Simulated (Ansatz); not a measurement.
**AlH₂Br: up Jacob's ladder to CCSD(T)**

An exercise on one series of results from a longer session: the logs are not shown, and one member is left open.

Method: functionals in def2-TZVPP, the program's frozen cores in correlated methods; program: Ansatz 0.2.0, Gaussian basis.

Plan: LDA (SPW92), PBE-D4, revPBE-D4, BLYP-D4, r2SCAN-D4, B97M-V, PBE0-D4, B3LYP-D4, r2SCANh-D4, r2SCAN0-D4, HSE06-D4, BHLYP-D4, CAM-B3LYP-D4, LC-ωPBE, ωB97X-V, ωB97M-V, B2PLYP, PBE-QIDH; CCSD(T)/def2-SVP; CCSD(T)/def2-TZVPP; CCSD(T)/def2-QZVPP; extrapolation to the limit; RPA on PBE.

## The relaxed structure

All runs share one geometry, relaxed beforehand with PBE0-D4 in a triple-zeta def2 set.

SMILES `[AlH2][Br]`, 4 atoms, charge 0, spin multiplicity 1.

Atoms are counted from 1 here; the program's logs count them from 0.

Bond lengths: Al1–Br2 2.257 Å, Al1–H3 1.576 Å, Al1–H4 1.576 Å. Angles: Br2–Al1–H3 117.6°, Br2–Al1–H4 117.6°, H3–Al1–H4 124.9°.

Set-up of the first run:

Input file in.yaml:

```yaml
crystal:
  periodic: [false, false, false]
  atoms:
    - {symbol: Al, position_ang: [-0.148307, -0.064707, -0.110329]}
    - {symbol: Br, position_ang: [1.684920, 0.496611, 1.079655]}
    - {symbol: H, position_ang: [-0.561559, -1.584842, -0.139186]}
    - {symbol: H, position_ang: [-0.919653, 1.092738, -0.850440]}
basis:
  gaussian: {orbitals: def2-TZVPP}
hamiltonian: {xc: lda}
output: {orbitals: {seedname: orbitals}}
```

Among the steps run: LDA; PBE-D4 (GGA); revPBE-D4 (GGA); BLYP-D4 (GGA); r2SCAN-D4 (meta-GGA); B97M-V (meta-GGA); PBE0-D4 (hybrid); B3LYP-D4 (hybrid); r2SCANh-D4 (hybrid); r2SCAN0-D4 (hybrid); HSE06-D4 (hybrid); BHLYP-D4 (hybrid); CAM-B3LYP-D4 (range-separated); LC-ωPBE-D4 (range-separated; the results give it without D4); ωB97X-V (range-separated); ωB97M-V (range-separated); B2PLYP (double hybrid); PBE-QIDH (double hybrid).

One table of the session follows, with a row left open; its other results are not shown here.

It belongs to the step «Frontier levels by functional». 

| functional | HOMO (eV) | LUMO (eV) | gap (eV) |
| --- | --- | --- | --- |
| LDA (SPW92) | -7.12 | -2.75 | 4.37 |
| PBE-D4 | ? | ? | ? |
| revPBE-D4 | -6.99 | -2.40 | 4.60 |
| BLYP-D4 | -6.88 | -2.39 | 4.50 |
| r2SCAN-D4 | -7.35 | -2.17 | 5.18 |
| B97M-V | -7.45 | -2.39 | 5.06 |
| PBE0-D4 | -8.28 | -1.75 | 6.53 |
| B3LYP-D4 | -8.04 | -1.95 | 6.09 |
| r2SCANh-D4 | -7.81 | -1.92 | 5.88 |
| r2SCAN0-D4 | -8.49 | -1.55 | 6.94 |
| HSE06-D4 | -7.88 | -2.12 | 5.76 |
| BHLYP-D4 | -9.40 | -0.98 | 8.41 |
| CAM-B3LYP-D4 | -9.60 | -0.83 | 8.77 |
| LC-ωPBE | -10.99 | 0.26 | 11.25 |
| ωB97X-V | -10.63 | 0.16 | 10.78 |
| ωB97M-V | -10.46 | -0.11 | 10.35 |

**Question.** Estimate the row for PBE-D4.

**Answer.** HOMO (eV): -7.03; LUMO (eV): -2.50; gap (eV): 4.52. In the column «HOMO (eV)» it lies between LDA (SPW92) (-7.12) and revPBE-D4 (-6.99).
